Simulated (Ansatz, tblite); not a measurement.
**The cluster Na5H4+: a ladder of methods and basis sets**

Aim: run the singlet of the cluster Na5H4+ at one geometry on many levels, and compare frontier levels, spin and run time.

Program: Ansatz 0.2.0, Gaussian basis. Level of theory: as each input shows. These are calculated values, not measurements.

The runs, in order: GFN1-xTB, GFN2-xTB, PBE-D4/def2-TZVP, r2SCAN-D4/def2-TZVP, LC-ωPBE/def2-TZVP, B2PLYP/def2-TZVP, B3LYP-D4/def2-TZVP, LDA/def2-TZVP, BLYP-D4/def2-TZVP, B97M-V/def2-TZVP, HF/def2-TZVP, PBE-D4/def2-SVP, PBE0-D4/def2-SVP, HF/STO-3G, HF/6-31G, B3LYP-D4/6-31G, CCSD(T)/def2-SVP, MP2/def2-TZVP, RPA/def2-TZVP.

1 further run of the same task is left out (set aside as unsound or not needed).

## Step 1: The geometry

The singlet was relaxed beforehand with r2SCAN-D4/def2-SVP. At that level it is the lowest of the isomers that a small search found.

9 atoms, charge 1, spin multiplicity 1.

Bond lengths: Na1–Na4 3.056 Å, Na1–H7 2.116 Å, Na1–H8 2.115 Å, Na2–Na4 3.055 Å, Na2–H7 2.115 Å, Na2–H9 2.115 Å, Na3–Na4 3.055 Å, Na3–H6 2.114 Å, Na3–H8 2.115 Å, Na4–Na5 3.055 Å, Na4–H6 2.298 Å, Na4–H7 2.299 Å, Na4–H8 2.295 Å, Na4–H9 2.294 Å, Na5–H6 2.114 Å, Na5–H9 2.114 Å. Angles: Na4–Na1–H7 48.7°, Na4–Na1–H8 48.6°, H7–Na1–H8 97.1°, Na4–Na2–H7 48.7°, Na4–Na2–H9 48.6°, H7–Na2–H9 97.1°, Na4–Na3–H6 48.7°, Na4–Na3–H8 48.6°, H6–Na3–H8 97.1°, Na1–Na4–Na2 86.6°, Na1–Na4–Na3 86.6°, Na1–Na4–Na5 151.8°, Na1–Na4–H6 128.1°, Na1–Na4–H7 43.8°, Na1–Na4–H8 43.8°, Na1–Na4–H9 128.1°, Na2–Na4–Na3 151.8°, Na2–Na4–Na5 86.6° and more.

The ion is computed in the gas phase, without counter-ions or solvent.

PBE0-D4/def2-TZVP was run before; its log isn't repeated, and its numbers join the tables.

## Step 2: GFN1-xTB

Tight binding, by tblite at 300 K electronic temperature and without a spin-polarisation term:

```python
tblite.interface.Calculator('GFN1-xTB', numbers, positions, charge=1, uhf=0).singlepoint()
```

Energy -92.3177 eV, HOMO -13.15 eV, LUMO -8.98 eV; 0.002 s.

## Step 3: GFN2-xTB

Tight binding, by tblite at 300 K electronic temperature and without a spin-polarisation term:

```python
tblite.interface.Calculator('GFN2-xTB', numbers, positions, charge=1, uhf=0).singlepoint()
```

Energy -78.8949 eV, HOMO -13.12 eV, LUMO -9.38 eV; 0.002 s.

## Step 4: PBE-D4/def2-TZVP

start.molden holds the orbitals of an earlier run on this state, given as this run's starting guess.

in.yaml reads:

```yaml
crystal:
  periodic: [false, false, false]
  atoms:
    - {symbol: Na, position_ang: [1.631156, -2.434918, -0.482010]}
    - {symbol: Na, position_ang: [1.234660, 0.281788, 2.685955]}
    - {symbol: Na, position_ang: [-1.489594, -0.513903, -2.516237]}
    - {symbol: Na, position_ang: [0.365323, 0.335820, -0.242354]}
    - {symbol: Na, position_ang: [-1.884980, 2.199345, 0.650176]}
    - {symbol: H, position_ang: [-1.634082, 1.060788, -1.113148]}
    - {symbol: H, position_ang: [1.705189, -0.996028, 1.067151]}
    - {symbol: H, position_ang: [0.246451, -1.419027, -1.717191]}
    - {symbol: H, position_ang: [-0.174123, 1.486146, 1.667678]}
basis:
  gaussian: {orbitals: def2-TZVP, initial_orbitals: start.molden}
total_charge: 1
hamiltonian: {xc: pbe, dispersion: d4}
scf: {omitted_lower_state_checks: [starts]}
output: {forces: true, orbitals: {seedname: orbitals}}
```

On the command line:

```
ansatz run in.yaml --threads 4 --pin off --events-out ev --progress --plain --max-ram 3916MiB
```

Further steps of the session: r2SCAN-D4/def2-TZVP; LC-ωPBE/def2-TZVP; B2PLYP/def2-TZVP; B3LYP-D4/def2-TZVP; LDA/def2-TZVP; BLYP-D4/def2-TZVP; B97M-V/def2-TZVP; HF/def2-TZVP; PBE-D4/def2-SVP; PBE0-D4/def2-SVP; HF/STO-3G; HF/6-31G; B3LYP-D4/6-31G; CCSD(T)/def2-SVP; MP2/def2-TZVP; RPA/def2-TZVP.

**Question.** What will the summary of the whole plan be? Wanted: gap in def2-TZVP, named functionals and Hartree-Fock, smallest and largest; correlation energy, CCSD(T)/def2-SVP; correlation energy, MP2/def2-TZVP; PBE0 total energy, smallest basis above largest.

As calculated:

| quantity | value |
| --- | --- |
| gap in def2-TZVP, named functionals and Hartree-Fock, smallest and largest | 3.56 eV (BLYP-D4), 9.39 eV (HF) |
| correlation energy, CCSD(T)/def2-SVP | -3.38 eV |
| correlation energy, MP2/def2-TZVP | -24.86 eV |
| PBE0 total energy, smallest basis above largest | 8.18 eV (def2-SVP, def2-TZVP) |

**Reading.** Over the named functionals and Hartree-Fock in def2-TZVP the gap runs from 3.56 eV (BLYP-D4) to 9.39 eV (HF); exact exchange widens it.
